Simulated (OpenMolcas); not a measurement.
# Pt⁶⁺ among point charges: CASSCF and CASPT2 levels and susceptibility

How does a field of 5 point charges split the states of Pt⁶⁺, and what χT follows?

Program: OpenMolcas 26.06. Level of theory: state-averaged CASSCF and CASPT2, spin-orbit coupling by RASSI with atomic mean-field integrals. These are calculated values, not measurements, unless marked.

**1. The atom as given**

| Item | Value |
| --- | --- |
| Species | Pt⁶⁺ (platinum, Z = 78, 72 electrons) |
| Basis | ANO-RCC-VDZP [7s6p4d2f], 59 functions |
| Scalar Hamiltonian | DKH2, point nucleus |
| Inactive shells | 1s 2s 2p 3s 3p 3d 4s 4p 4d 4f 5s 5p |
| Active space | 4 electrons in 5 orbitals (5d) |
| Some configurations of this space | 5d⁴ |
| Orbitals | optimised for each spin and parity, averaged over all roots |

Outer shells as boxes (Hund's rule):

5d4
```
5d [↑ ][↑ ][↑ ][↑ ][  ]
```

The ion sits among 5 point charges of -1.3 e arranged as a square pyramid (C4v), 2.22 Å from the ion, with the axial distance 2.309 Å.

The work runs as a chain of OpenMolcas steps in one folder; each step below is one input file. Labels, J, g values, rates, χT and fits are worked out afterwards by a script from the matrices that RASSI stores.

**2. One- and two-electron integrals**

a.inp

```
&GATEWAY
Coord
1

Pt 0.0 0.0 0.0
Basis=ANO-RCC-VDZP
Group=NoSym
NoMove
AngMom=0.0 0.0 0.0
AMFI
XField
5 Angstrom 0
2.220000 0.000000 0.000000 -1.300000
0.000000 2.220000 0.000000 -1.300000
-2.220000 0.000000 0.000000 -1.300000
0.000000 -2.220000 0.000000 -1.300000
0.000000 0.000000 2.308800 -1.300000
&SEWARD
```

On the command line:

```console
> OMP_NUM_THREADS=1 MOLCAS_MEM=1689 MOLCAS_PROJECT=a pymolcas a.inp > a.log
```

**3. CASSCF: quintets, 5 roots**

a.inp

```
&RASSCF
FileOrb=start.orb
Symmetry=1
Spin=5
nActEl=4 0 0
Inactive=34
Ras2=5
CIRoot=5 5 1
SDav=5
CIMx=300
Iter=120 100
PrWF=0.3
OrbListing=Nothing
MaxOrb=0
>>> COPY $Project.JobIph JOB001
```

start.orb holds the contracted functions of the basis, ordered by shell, or the orbitals of the step before.

**4. Reference wave functions, triplets, 45 roots**

a.inp

```
&RASSCF
FileOrb=start.orb
Symmetry=1
Spin=3
nActEl=4 0 0
Inactive=34
Ras2=5
CIRoot=45 45 1
SDav=45
CIMx=300
Iter=120 100
PrWF=0.3
OrbListing=Nothing
MaxOrb=0
>>> COPY $Project.JobIph JOB002
```

**5. CASSCF: singlets, 50 roots**

a.inp

```
&RASSCF
FileOrb=start.orb
Symmetry=1
Spin=1
nActEl=4 0 0
Inactive=34
Ras2=5
CIRoot=50 50 1
SDav=50
CIMx=300
Iter=120 100
PrWF=0.3
OrbListing=Nothing
MaxOrb=0
>>> COPY $Project.JobIph JOB003
```

**6. RASSI: spin-orbit coupling between the states**

a.inp

```
&RASSI
NrOfJobIphs=3 5 45 50
1 2 3 4 5
1 2 3 4 5 6 7 8 9 10 11 12 13 14 15 16 17 18 19 20 21 22 23 24 25 26 27
28 29 30 31 32 33 34 35 36 37 38 39 40 41 42 43 44 45
1 2 3 4 5 6 7 8 9 10 11 12 13 14 15 16 17 18 19 20 21 22 23 24 25 26 27
28 29 30 31 32 33 34 35 36 37 38 39 40 41 42 43 44 45 46 47 48 49 50
IphNames
JOB001
JOB002
JOB003
EJob
SpinOrbit
DIPRint=1.0
SOCoupling=1000.0
Subsets=2
Property=9
'ANGMOM' 1 'ANGMOM' 2 'ANGMOM' 3 'MLTPL  1' 1 'MLTPL  1' 2 'MLTPL  1' 3
'AMFI' 1 'AMFI' 2 'AMFI' 3
SOProperty=3
'ANGMOM' 1 'ANGMOM' 2 'ANGMOM' 3
```

**7. CASPT2: IPEA 0.25, imaginary shift 0.1 (closed shells correlated: 4f 5s 5p)**

a.inp

```
>>> COPY JOB001 $Project.JobIph
&CASPT2
Multistate=5 1 2 3 4 5
NoMult
Frozen=23
IPEA=0.25
Imaginary=0.1
MaxIter=60
WThr=0.0 0.3 0.05
PrWF=0.5
NoMix
>>> COPY JOB002 $Project.JobIph
&CASPT2
Multistate=45 1 2 3 4 5 6 7 8 9 10 11 12 13 14 15 16 17 18 19 20 21 22
23 24 25 26 27 28 29 30 31 32 33 34 35 36 37 38 39 40 41 42 43 44 45
NoMult
Frozen=23
IPEA=0.25
Imaginary=0.1
MaxIter=60
WThr=0.0 0.3 0.05
PrWF=0.5
NoMix
>>> COPY JOB003 $Project.JobIph
&CASPT2
Multistate=50 1 2 3 4 5 6 7 8 9 10 11 12 13 14 15 16 17 18 19 20 21 22
23 24 25 26 27 28 29 30 31 32 33 34 35 36 37 38 39 40 41 42 43 44 45 46
47 48 49 50
NoMult
Frozen=23
IPEA=0.25
Imaginary=0.1
MaxIter=60
WThr=0.0 0.3 0.05
PrWF=0.5
NoMix
```

(Steps that only read results are left out.)

**Question.** What will these runs give? Wanted: spin-free ground state; first state of the same spin within the active space; lowest level; next level.

As calculated:

| quantity | value |
| --- | --- |
| method | SS-CASPT2, IPEA 0.25, imaginary shift 0.1 (closed shells correlated: 4f 5s 5p) |
| spin-free ground state | quintet, 1-fold in its orbital part |
| first state of the same spin within the active space | quintet at 2430 cm⁻¹ |
| lowest level | 1-fold |
| next level | 6448.5 cm⁻¹ |
| χT at 300 K | 0.03 cm³ K/mol |
| effective moment at 300 K | 0.50 μB |

Cost by method:

```csv
method,time of its own steps,time with the reference
A. CASSCF,26 s,26 s
"B. SS-CASPT2, IPEA 0.25, imaginary shift 0.1, +4f 5s 5p",19 s,46 s
```

Times are of one thread on a shared host.

In words: The spin-free ground state (quintet) comes to 100 % from free-ion D terms and keeps the highest spin of the shell. χT at 300 K is 0.03, against 3.01 cm³ K/mol for the spin alone, so spin-orbit coupling lowers it. An active space of the d shell alone favours high spin; real ions in strong fields can be low spin. The field of point charges can differ much from that of real complexes. With metal d orbitals alone active, the gaps between spin states are rough; where two lie within a few thousand cm-1, their order is open. This is an electrostatic model: the charges have no orbitals.
